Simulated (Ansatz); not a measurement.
# CHClNSn radical: small, medium and large basis sets

The task here is to estimate one member of a computed series from the others.

Computed with Ansatz 0.2.0, Gaussian basis. Level: one geometry, several basis sets.

Levels to be run: PBE0-D4/def2-SVP; ωB97M-V/def2-SVP; PBE0-D4/def2-QZVPP; ωB97M-V/def2-QZVPP; the functionals' def2-TZVPP values are taken from earlier runs.

1 further run of the same task is left out (for a known fault of the program).

### Structure used throughout

All runs share one geometry, relaxed beforehand with PBE0-D4 in a triple-zeta def2 set. Sn takes the def2 core potential; no spin-orbit term is included.

5 atoms, charge 0, spin multiplicity 2.

Atoms are counted from 1 here; the program's logs count them from 0.

Bond lengths: N1–C2 1.154 Å, C2–Sn3 2.122 Å, Sn3–Cl4 2.323 Å, Sn3–H5 1.721 Å. Angles: N1–C2–Sn3 174.9°, C2–Sn3–Cl4 104.1°, C2–Sn3–H5 107.2°, Cl4–Sn3–H5 108.2°.

The first run:

in.yaml

```yaml
crystal:
  periodic: [false, false, false]
  atoms:
    - {symbol: N, position_ang: [1.306394, -1.471699, 1.494450]}
    - {symbol: C, position_ang: [0.811918, -0.790430, 0.705367]}
    - {symbol: Sn, position_ang: [0.051767, 0.430125, -0.854709]}
    - {symbol: Cl, position_ang: [-2.141684, -0.288663, -1.119030]}
    - {symbol: H, position_ang: [0.021605, 2.047166, -0.267379]}
basis:
  gaussian: {orbitals: def2-SVP}
magnetization: {spin_polarized: true, initial_magnetization: 1}
hamiltonian: {xc: pbe0, dispersion: d4}
output: {orbitals: {seedname: orbitals}}
```

Launch:

```
$ ansatz run in.yaml --threads 4 --pin off --events-out ev --progress --plain --max-ram 10444MiB
```

Steps of the session up to this table: PBE0-D4 in def2-SVP; ωB97M-V in def2-SVP; PBE0-D4 in def2-QZVPP; ωB97M-V in def2-QZVPP.

One of the session's tables, all rows but one given; the rest of the session is left out.

It belongs to the step «Functionals by basis». 

| functional | basis | HOMO (eV) | LUMO (eV) |
| --- | --- | --- | --- |
| PBE0-D4 | def2-SVP | ? | ? |
| PBE0-D4 | def2-TZVPP | -7.54 | -4.59 |
| PBE0-D4 | def2-QZVPP | -7.56 | -4.61 |
| ωB97M-V | def2-SVP | -9.40 | -2.69 |
| ωB97M-V | def2-TZVPP | -9.58 | -2.85 |
| ωB97M-V | def2-QZVPP | -9.60 | -2.88 |

Q: Estimate the row for PBE0-D4, def2-SVP from the others.

As computed: HOMO (eV): -7.41; LUMO (eV): -4.49. In the column «HOMO (eV)» it is the highest.
